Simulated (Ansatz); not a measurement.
# AlH5N2Si: basis-set convergence

One table from this session's results is given with a row withheld; the runs are named, their logs left out.

Computed with Ansatz 0.2.0, Gaussian basis. Level: one geometry, several basis sets.

The runs, in order: PBE0-D4/def2-SVP; ωB97M-V/def2-SVP; PBE0-D4/def2-QZVPP; ωB97M-V/def2-QZVPP; the functionals' def2-TZVPP values are taken from earlier runs.

## The relaxed structure

An earlier PBE0-D4 in a triple-zeta def2 set relaxation fixed the geometry.

9 atoms, charge 0, spin multiplicity 1.

Atoms are counted from 1 here; the program's logs count them from 0.

Bond lengths: N1–Al2 1.760 Å, N1–H5 1.007 Å, N1–H6 1.006 Å, Al2–N3 1.774 Å, Al2–Si4 2.292 Å, N3–Si4 1.764 Å, N3–H7 1.009 Å, Si4–H8 1.494 Å, Si4–H9 1.494 Å. Angles: Al2–N1–H5 125.2°, Al2–N1–H6 124.4°, H5–N1–H6 110.5°, N1–Al2–N3 137.8°, N1–Al2–Si4 172.8°, N3–Al2–Si4 49.4°, Al2–N3–Si4 80.8°, Al2–N3–H7 150.0°, Si4–N3–H7 129.3°, Al2–Si4–N3 49.8°, Al2–Si4–H8 126.9°, Al2–Si4–H9 126.9°, N3–Si4–H8 116.3°, N3–Si4–H9 116.3°, H8–Si4–H9 105.6°.

As a file:

```xyz
9
AlH5N2Si
N    -0.5444    1.9304   -1.1847
Al   -0.2844    0.4765   -0.2281
N     1.0207   -0.6890    0.0611
Si   -0.2165   -1.3828    1.1104
H     0.1374    2.3538   -1.7933
H    -1.4026    2.4560   -1.1977
H     1.9614   -1.0076   -0.1142
H    -0.6857   -2.7576    0.7598
H     0.1025   -1.4260    2.5697
```

Set-up of the first run:

The input, in.yaml:

```yaml
crystal:
  periodic: [false, false, false]
  atoms:
    - {symbol: N, position_ang: [-0.544395, 1.930450, -1.184747]}
    - {symbol: Al, position_ang: [-0.284442, 0.476531, -0.228109]}
    - {symbol: N, position_ang: [1.020743, -0.689007, 0.061067]}
    - {symbol: Si, position_ang: [-0.216545, -1.382813, 1.110382]}
    - {symbol: H, position_ang: [0.137428, 2.353790, -1.793293]}
    - {symbol: H, position_ang: [-1.402568, 2.455996, -1.197651]}
    - {symbol: H, position_ang: [1.961428, -1.007565, -0.114199]}
    - {symbol: H, position_ang: [-0.685746, -2.757626, 0.759767]}
    - {symbol: H, position_ang: [0.102496, -1.425956, 2.569679]}
basis:
  gaussian: {orbitals: def2-SVP}
hamiltonian: {xc: pbe0, dispersion: d4}
output: {orbitals: {seedname: orbitals}}
```

Launch:

```console
> ansatz run in.yaml --threads 2 --pin off --events-out ev --progress --plain --max-ram 4352MiB
```

Among the steps run: PBE0-D4 in def2-SVP; ωB97M-V in def2-SVP; PBE0-D4 in def2-QZVPP; ωB97M-V in def2-QZVPP.

One table of the session follows, with a row left open; its other results are not shown here.

It belongs to the step «Functionals by basis». 

```
functional       basis  HOMO (eV)
   PBE0-D4    def2-SVP      -6.33
   PBE0-D4  def2-TZVPP      -6.38
   PBE0-D4  def2-QZVPP          ?
   ωB97M-V    def2-SVP      -8.26
   ωB97M-V  def2-TZVPP      -8.36
   ωB97M-V  def2-QZVPP      -8.39
```

Estimate the missing values for PBE0-D4, def2-QZVPP.

The run gave: HOMO (eV): -6.41. In the column «HOMO (eV)» it lies between ωB97M-V, def2-SVP (-8.26) and PBE0-D4, def2-TZVPP (-6.38).
